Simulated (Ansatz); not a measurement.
Below is the output of a Python script on the Ansatz DFT code, driven from Python that makes a single point from a YAML input of PdRh, space group R-3m. Write a script that gives it. Settings: LDA, PAW, the default cutoff (420 eV here), Gaussian smearing of 0.05 eV.

```
CELL_PARAMETERS angstrom
1.37921 0.79629 4.49525
-1.37921 0.79629 4.49525
0.00000 -1.59258 4.49525
ATOMIC_POSITIONS crystal
Pd 0.00000 0.00000 0.00000
Rh 0.50000 0.50000 0.50000
```

Running `python pdrh.py` prints:
```text
converged          True
n_iterations       7
n_electrons        35.0
n_kpoints          85
n_pw               555
n_symmetry_ops     12
free_energy_ev     -13122.917695201942
fermi_energy_ev    19.681651443453458
pressure by term (GPa)
  kinetic                          3907.783
  hartree                          2328.023
  ewald                           -9353.873
  local_pseudopotential            3641.062
  nonlocal_pseudopotential         -776.448
  augmentation                      880.309
  nlcc                              -98.997
  xc                               -545.312
  augmentation_tail                  -0.019
  scf_correction                     -0.010
  pulay_correction                    0.054
  total                             -17.428
cutoffs (eV): 420.0 1680.0  FFT grid: [20, 20, 32]
cell volume 29.622 A^3, 12 symmetry operations
```

One script that gives this output:

`pdrh.py`
```python
# -*- coding: utf-8 -*-
import warnings

import ansatz as az
import numpy as np

INPUT = """
crystal:
  lattice:
    - [1.379215, 0.79629, 4.495246]
    - [-1.379215, 0.79629, 4.495246]
    - [0.0, -1.59258, 4.495246]
  atoms:
    - { symbol: Pd, position: [0.0, 0.0, 0.0] }
    - { symbol: Rh, position: [0.5, 0.5, 0.5] }
kpoints:
  mp_grid: { kspacing: 0.3 }
hamiltonian:
  xc: lda
scf:
  occupations: { method: gaussian, width: 0.05 }
output:
  stress: true
  eigenvalues: true
"""


def main():
    warnings.simplefilter("ignore", az.DeckWarning)

    result = az.Session.from_yaml(INPUT).plan().execute()
    report = result.report

    for key in ("converged", "n_iterations", "n_electrons", "n_kpoints", "n_pw", "n_symmetry_ops", "free_energy_ev", "fermi_energy_ev"):
        print(f"{key:18s} {report[key]}")

    print("pressure by term (GPa)")
    for term, tensor in report["stress_terms_gpa"].items():
        if np.any(tensor):
            print(f"  {term:28s} {np.trace(np.array(tensor)) / 3:12.3f}")
    print(f"  {'total':28s} {np.trace(np.array(report['stress_gpa'])) / 3:12.3f}")

    used = report["setup"]
    print("cutoffs (eV):", used["ecut_ev"], used["ecutrho_ev"], " FFT grid:", used["fft_dense"])
    print("cell volume {:.3f} A^3, {} symmetry operations".format(used["cell_volume_ang3"], used["n_sym_ops"]))


if __name__ == "__main__":
    main()
```

Total energies depend on the potentials; only differences at equal settings carry meaning. A total without «per atom» is that of the cell as typed. The run is spin-unpolarised. The zero of the levels is a convention of the potentials, so an absolute Fermi energy is no work function. Pressure is positive in compression. At these settings the cell as given stands under about -17 GPa, so it isn't at this functional's equilibrium volume. The structure comes from a database of computed cells and needn't be a stable or known phase. Run time: 2.2 s on 1 thread of Intel(R) Xeon(R) Platinum 8488C (Sapphire Rapids), with other jobs on the host, peak memory 0.41 GiB.

(A comment or docstring line of the script was reworded after the run, the code is as it ran; lines on the test bed's own set-up are left out of the output.)
